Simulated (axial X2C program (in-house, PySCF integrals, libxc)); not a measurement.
**Linear TaCO⁺ at several levels**

The task here is to estimate one member of a computed series from the others.

Computed with an in-house X2C program for linear molecules on PySCF integrals. Level: all-electron X2C, two-component (2c) or spin-free, Ta dyall-v3z, C dyall-v3z, O dyall-av3z.

All values are calculated.

2 further runs of the same task are left out: 2 set aside as unsound or not needed.

The first run:

task.json

```json
{
 "zs": [
  73,
  6,
  8
 ],
 "q": 1,
 "bas": [
  "dyall-v3z",
  "dyall-v3z",
  "dyall-av3z"
 ],
 "r0": [
  2.16,
  1.13
 ],
 "symm": 0,
 "scan": [
  "PBE0",
  "HF",
  "BHandHLYP"
 ],
 "levels": [
  "PBE0",
  "HF",
  "B3LYP"
 ],
 "nst": 2
}
```

Keys: zs atomic numbers; q charge; bas basis sets; r0 starting distance in Å; symm equal bonds; scan levels of the two-bond scan; levels methods; nst determinants followed.

Run with:

```console
$ python solin.py task.json out
```

Masses Ta 180.948, C 12.000, O 15.995 u.

Among the steps run: Scan at PBE0, 2c; Scan at BHandHLYP, 2c; Scan at PBE0, spin-free.

One table of the session follows, with a row left open; its other results are not shown here.

```
               level  r(Ta–C) (Å)  lower stretch (cm⁻¹)  upper stretch (cm⁻¹)
            PBE0, 2c        2.049                 399.4                2162.7
       BHandHLYP, 2c            ?                     ?                     ?
     PBE0, spin-free        2.050                 400.9                2160.5
BHandHLYP, spin-free        2.096                 346.5                2236.6
```

Estimate the missing values for BHandHLYP, 2c.

As computed: r(Ta–C) (Å): 2.098; lower stretch (cm⁻¹): 340.8; upper stretch (cm⁻¹): 2239.8. In the column «r(Ta–C) (Å)» it is the highest.

Scans not shown above were run alike.

Limits of these values: The molecule was held linear; bending was not examined, so a bent shape may lie lower. Note: functional without a current term on a determinant with orbital currents, of the molecule or an atom.
